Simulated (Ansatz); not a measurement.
**BrFH4OSi2: basis-set convergence**

One table from this session's results is given with a row withheld; the runs are named, their logs left out.

The runs use Ansatz 0.2.0, Gaussian basis; one geometry, several basis sets.

The runs, in order: PBE0-D4/def2-SVP; ωB97M-V/def2-SVP; PBE0-D4/def2-QZVPP; ωB97M-V/def2-QZVPP; the functionals' def2-TZVPP values are taken from earlier runs.

## Structure used throughout

The geometry comes from an earlier relaxation with PBE0-D4 in a triple-zeta def2 set; it is a stationary point, not always the lowest conformer.

SMILES `O[SiH](F)[SiH2]Br`, 9 atoms, charge 0, spin multiplicity 1.

Atoms are counted from 1 here; the program's logs count them from 0.

Bond lengths: O1–Si2 1.630 Å, O1–H6 0.961 Å, Si2–F3 1.599 Å, Si2–Si4 2.351 Å, Si2–H7 1.478 Å, Si4–Br5 2.243 Å, Si4–H8 1.483 Å, Si4–H9 1.484 Å. Angles: Si2–O1–H6 117.2°, O1–Si2–F3 111.4°, O1–Si2–Si4 108.5°, O1–Si2–H7 106.8°, F3–Si2–Si4 106.8°, F3–Si2–H7 107.3°, Si4–Si2–H7 116.2°, Si2–Si4–Br5 103.7°, Si2–Si4–H8 115.0°, Si2–Si4–H9 113.1°, Br5–Si4–H8 107.7°, Br5–Si4–H9 107.2°, H8–Si4–H9 109.5°.

Set-up of the first run:

Input file in.yaml:

```yaml
crystal:
  periodic: [false, false, false]
  atoms:
    - {symbol: O, position_ang: [0.919960, 1.686510, -0.491137]}
    - {symbol: Si, position_ang: [1.035997, 0.061465, -0.444428]}
    - {symbol: F, position_ang: [1.004732, -0.566977, -1.914479]}
    - {symbol: Si, position_ang: [-0.837422, -0.785763, 0.695289]}
    - {symbol: Br, position_ang: [-2.480832, 0.637770, 0.145192]}
    - {symbol: H, position_ang: [0.041466, 2.060956, -0.601899]}
    - {symbol: H, position_ang: [2.355976, -0.255028, 0.141564]}
    - {symbol: H, position_ang: [-1.260100, -2.145513, 0.281128]}
    - {symbol: H, position_ang: [-0.691275, -0.739722, 2.171771]}
basis:
  gaussian: {orbitals: def2-SVP}
hamiltonian: {xc: pbe0, dispersion: d4}
output: {orbitals: {seedname: orbitals}}
```

Among the steps run: PBE0-D4 in def2-SVP; ωB97M-V in def2-SVP; PBE0-D4 in def2-QZVPP; ωB97M-V in def2-QZVPP.

One of the session's tables, all rows but one given; the rest of the session is left out.

It belongs to the step «Functionals by basis». 

| functional | basis | HOMO (eV) |
| --- | --- | --- |
| PBE0-D4 | def2-SVP | -8.05 |
| PBE0-D4 | def2-TZVPP | -8.12 |
| PBE0-D4 | def2-QZVPP | -8.14 |
| ωB97M-V | def2-SVP | ? |
| ωB97M-V | def2-TZVPP | -10.18 |
| ωB97M-V | def2-QZVPP | -10.20 |

Estimate the missing values for ωB97M-V, def2-SVP.

As computed: HOMO (eV): -10.08. In the column «HOMO (eV)» it lies between ωB97M-V, def2-TZVPP (-10.18) and PBE0-D4, def2-QZVPP (-8.14).
